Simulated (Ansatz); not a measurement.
# CH6ClGeNO: up Jacob's ladder to CCSD(T)

An exercise on one series of results from a longer session: the logs are not shown, and one member is left open.

Program: Ansatz 0.2.0, Gaussian basis. Level of theory: functionals in def2-TZVPP, the program's frozen cores in correlated methods. These are calculated values, not measurements.

Levels to be run: LDA (SPW92), PBE-D4, revPBE-D4, BLYP-D4, r2SCAN-D4, B97M-V, PBE0-D4, B3LYP-D4, r2SCANh-D4, r2SCAN0-D4, HSE06-D4, BHLYP-D4, CAM-B3LYP-D4, LC-ωPBE, ωB97X-V, ωB97M-V, B2PLYP, PBE-QIDH; CCSD(T)/def2-SVP; CCSD(T)/def2-TZVPP; MP2/def2-QZVPP; extrapolation to the limit; RPA on PBE.

## The relaxed structure

The geometry comes from an earlier relaxation with PBE0-D4 in a triple-zeta def2 set; it is a stationary point, not always the lowest conformer.

SMILES `C[O][GeH]([NH2])[Cl]`, 11 atoms, charge 0, spin multiplicity 1.

Atoms are counted from 1 here; the program's logs count them from 0.

Bond lengths: C1–O2 1.413 Å, C1–H6 1.092 Å, C1–H7 1.097 Å, C1–H8 1.096 Å, O2–Ge3 1.762 Å, Ge3–N4 1.816 Å, Ge3–Cl5 2.149 Å, Ge3–H9 1.533 Å, N4–H10 1.011 Å, N4–H11 1.010 Å. Angles: O2–C1–H6 107.5°, O2–C1–H7 111.9°, O2–C1–H8 112.1°, H6–C1–H7 108.1°, H6–C1–H8 108.6°, H7–C1–H8 108.5°, C1–O2–Ge3 118.3°, O2–Ge3–N4 107.9°, O2–Ge3–Cl5 102.5°, O2–Ge3–H9 113.4°, N4–Ge3–Cl5 114.1°, N4–Ge3–H9 109.7°, Cl5–Ge3–H9 109.1°, Ge3–N4–H10 114.8°, Ge3–N4–H11 115.1°, H10–N4–H11 109.3°.

Set-up of the first run:

in.yaml reads:

```yaml
crystal:
  periodic: [false, false, false]
  atoms:
    - {symbol: C, position_ang: [-0.841920, 0.750753, 1.401822]}
    - {symbol: O, position_ang: [-0.697721, 0.988428, 0.016332]}
    - {symbol: Ge, position_ang: [0.637536, 0.210425, -0.830066]}
    - {symbol: N, position_ang: [0.420762, -1.586233, -0.684607]}
    - {symbol: Cl, position_ang: [0.421089, 0.960373, -2.831963]}
    - {symbol: H, position_ang: [-1.755712, 1.251545, 1.727505]}
    - {symbol: H, position_ang: [-0.003084, 1.162888, 1.976966]}
    - {symbol: H, position_ang: [-0.927671, -0.317355, 1.629716]}
    - {symbol: H, position_ang: [2.015773, 0.609605, -0.290260]}
    - {symbol: H, position_ang: [-0.417859, -1.948542, -1.117319]}
    - {symbol: H, position_ang: [1.214109, -2.138988, -0.977526]}
basis:
  gaussian: {orbitals: def2-TZVPP}
hamiltonian: {xc: lda}
output: {orbitals: {seedname: orbitals}}
```

The run is started by

```console
> ansatz run in.yaml --threads 2 --pin off --events-out ev --progress --plain --max-ram 31744MiB --backend cpu
```

Among the steps run: LDA; PBE-D4 (GGA); revPBE-D4 (GGA); BLYP-D4 (GGA); r2SCAN-D4 (meta-GGA); B97M-V (meta-GGA); PBE0-D4 (hybrid); B3LYP-D4 (hybrid); r2SCANh-D4 (hybrid); r2SCAN0-D4 (hybrid); HSE06-D4 (hybrid); BHLYP-D4 (hybrid); CAM-B3LYP-D4 (range-separated); LC-ωPBE (range-separated); ωB97X-V (range-separated); ωB97M-V (range-separated); B2PLYP (double hybrid); PBE-QIDH (double hybrid).

One table of the session follows, with a row left open; its other results are not shown here.

It belongs to the step «Orbital energies across the functionals». 

| functional | HOMO (eV) | gap (eV) |
| --- | --- | --- |
| LDA (SPW92) | -6.62 | 5.63 |
| PBE-D4 | -6.48 | 5.74 |
| revPBE-D4 | -6.42 | 5.79 |
| BLYP-D4 | -6.37 | 5.66 |
| r2SCAN-D4 | -6.82 | 6.46 |
| B97M-V | ? | ? |
| PBE0-D4 | -7.99 | 8.27 |
| B3LYP-D4 | -7.73 | 7.66 |
| r2SCANh-D4 | -7.39 | 7.39 |
| r2SCAN0-D4 | -8.23 | 8.75 |
| HSE06-D4 | -7.59 | 7.49 |
| BHLYP-D4 | -9.37 | 10.52 |
| CAM-B3LYP-D4 | -9.42 | 10.65 |
| LC-ωPBE | -10.83 | 13.39 |
| ωB97X-V | -10.46 | 12.83 |
| ωB97M-V | -10.35 | 12.37 |

Estimate the missing values for B97M-V.

As computed: HOMO (eV): -6.93; gap (eV): 6.50. In the column «HOMO (eV)» it lies between r2SCANh-D4 (-7.39) and r2SCAN-D4 (-6.82).
